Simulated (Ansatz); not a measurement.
# CH3ClGeO: the cost of one run

All numbers below are computed with Ansatz 0.2.0 (RKS B3LYP/def2-SVP).

## (1) The structure to begin with

Bond lengths: Cl1–C2 1.775 Å, C2–O3 1.373 Å, C2–Ge4 1.903 Å, O3–Ge4 1.832 Å, C2–H5 1.112 Å, Ge4–H6 1.625 Å, Ge4–H7 1.513 Å. Angles: Cl1–C2–O3 111.7°, Cl1–C2–Ge4 117.6°, Cl1–C2–H5 120.4°, O3–C2–Ge4 65.7°, O3–C2–H5 113.2°, Ge4–C2–H5 115.5°, C2–O3–Ge4 71.2°, C2–Ge4–O3 43.1°, C2–Ge4–H6 115.8°, C2–Ge4–H7 121.5°, O3–Ge4–H6 104.6°, O3–Ge4–H7 110.8°, H6–Ge4–H7 122.1°.

Coordinates:

```xyz
7

Cl   -0.5742   -1.5726    1.5856
C     0.4746   -0.6644    0.4781
O     0.1165   -0.8586   -0.8330
Ge   -0.2596    0.8737   -0.3694
H     1.5759   -0.6447    0.6338
H    -1.8816    0.9610   -0.3938
H     0.6098    1.8377   -1.1468
```

## (2) Relaxing end A

The input, input.yaml:

```yaml
crystal:
  periodic: [false, false, false]
  atoms:
    - { symbol: Cl, position_ang: [-0.5742, -1.5726, 1.5856] }
    - { symbol: C, position_ang: [0.4746, -0.6644, 0.4781] }
    - { symbol: O, position_ang: [0.1165, -0.8586, -0.833] }
    - { symbol: Ge, position_ang: [-0.2596, 0.8737, -0.3694] }
    - { symbol: H, position_ang: [1.5759, -0.6447, 0.6338] }
    - { symbol: H, position_ang: [-1.8816, 0.961, -0.3938] }
    - { symbol: H, position_ang: [0.6098, 1.8377, -1.1468] }
basis:
  gaussian: { orbitals: def2-SVP }
hamiltonian:
  xc: b3lyp
relax:
  f_tol: 0.02
  max_steps: 50
```

Command:

```bash
> ansatz run input.yaml --threads 2 --pin off --max-ram 3072MiB --backend cpu --events-out ev --progress --plain --runs-dir out
```

**Question.** How long does this run take on 2 threads of Arm Neoverse V1, shared host, and how much memory does it need?

About 16 s, with a peak of 0.2 GiB.
